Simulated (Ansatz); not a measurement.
# CH3NO2Si: up Jacob's ladder to CCSD(T)

The task here is to estimate one member of a computed series from the others.

Computed with Ansatz 0.2.0, Gaussian basis. Level: functionals in def2-TZVPP, the program's frozen cores in correlated methods.

The runs, in order: LDA (SPW92), PBE-D4, revPBE-D4, BLYP-D4, r2SCAN-D4, B97M-V, PBE0-D4, B3LYP-D4, r2SCANh-D4, r2SCAN0-D4, HSE06-D4, BHLYP-D4, CAM-B3LYP-D4, LC-ωPBE, ωB97X-V, ωB97M-V, B2PLYP, PBE-QIDH; CCSD(T)/def2-SVP; CCSD(T)/def2-TZVPP; MP2/def2-QZVPP; extrapolation to the limit; RPA on PBE.

### The geometry

All runs share one geometry, relaxed beforehand with PBE0-D4 in a triple-zeta def2 set.

SMILES `N=C1O[SiH]1O`, 8 atoms, charge 0, spin multiplicity 1.

Atoms are counted from 1 here; the program's logs count them from 0.

Bond lengths: N1–C2 1.243 Å, N1–H6 1.023 Å, C2–O3 1.424 Å, C2–Si4 1.786 Å, O3–Si4 1.679 Å, Si4–O5 1.619 Å, Si4–H7 1.469 Å, O5–H8 0.960 Å. Angles: C2–N1–H6 111.7°, N1–C2–O3 131.1°, N1–C2–Si4 166.9°, O3–C2–Si4 61.9°, C2–O3–Si4 69.7°, C2–Si4–O3 48.4°, C2–Si4–O5 125.8°, C2–Si4–H7 125.8°, O3–Si4–O5 120.0°, O3–Si4–H7 118.1°, O5–Si4–H7 106.4°, Si4–O5–H8 119.0°.

The first run:

Input file in.yaml:

```yaml
crystal:
  periodic: [false, false, false]
  atoms:
    - {symbol: N, position_ang: [-0.583108, 2.008375, 0.501123]}
    - {symbol: C, position_ang: [-0.070214, 0.903543, 0.251076]}
    - {symbol: O, position_ang: [0.420607, -0.117758, 1.112994]}
    - {symbol: Si, position_ang: [0.575559, -0.587209, -0.491896]}
    - {symbol: O, position_ang: [-0.305174, -1.819608, -1.062066]}
    - {symbol: H, position_ang: [-0.637168, 2.181714, 1.507378]}
    - {symbol: H, position_ang: [1.929444, -0.759920, -1.034559]}
    - {symbol: H, position_ang: [-1.237745, -1.866340, -0.839747]}
basis:
  gaussian: {orbitals: def2-TZVPP}
hamiltonian: {xc: lda}
output: {orbitals: {seedname: orbitals}}
```

On the command line:

```sh
ansatz run in.yaml --threads 2 --pin off --events-out ev --progress --plain --max-ram 4352MiB
```

Among the steps run: LDA; PBE-D4 (GGA); revPBE-D4 (GGA); BLYP-D4 (GGA); r2SCAN-D4 (meta-GGA); B97M-V (meta-GGA); PBE0-D4 (hybrid); B3LYP-D4 (hybrid); r2SCANh-D4 (hybrid); r2SCAN0-D4 (hybrid); HSE06-D4 (hybrid); BHLYP-D4 (hybrid); CAM-B3LYP-D4 (range-separated); LC-ωPBE (range-separated); ωB97X-V (range-separated); ωB97M-V (range-separated); B2PLYP (double hybrid); PBE-QIDH (double hybrid).

One table of the session follows, with a row left open; its other results are not shown here.

It belongs to the step «Orbital energies across the functionals». 

| functional | HOMO (eV) | gap (eV) |
| --- | --- | --- |
| LDA (SPW92) | -6.29 | 4.51 |
| PBE-D4 | -6.16 | 4.63 |
| revPBE-D4 | -6.10 | 4.68 |
| BLYP-D4 | -6.05 | 4.65 |
| r2SCAN-D4 | -6.44 | 5.14 |
| B97M-V | -6.57 | 5.28 |
| PBE0-D4 | -7.54 | 6.98 |
| B3LYP-D4 | -7.33 | 6.52 |
| r2SCANh-D4 | -6.96 | 6.01 |
| r2SCAN0-D4 | -7.74 | 7.32 |
| HSE06-D4 | ? | ? |
| BHLYP-D4 | -8.87 | 9.27 |
| CAM-B3LYP-D4 | -8.93 | 9.44 |
| LC-ωPBE | -10.23 | 11.97 |
| ωB97X-V | -9.91 | 11.53 |
| ωB97M-V | -9.80 | 11.17 |

Estimate the missing values for HSE06-D4.

**Answer.** HOMO (eV): -7.14; gap (eV): 6.20. In the column «HOMO (eV)» it lies between B3LYP-D4 (-7.33) and r2SCANh-D4 (-6.96).
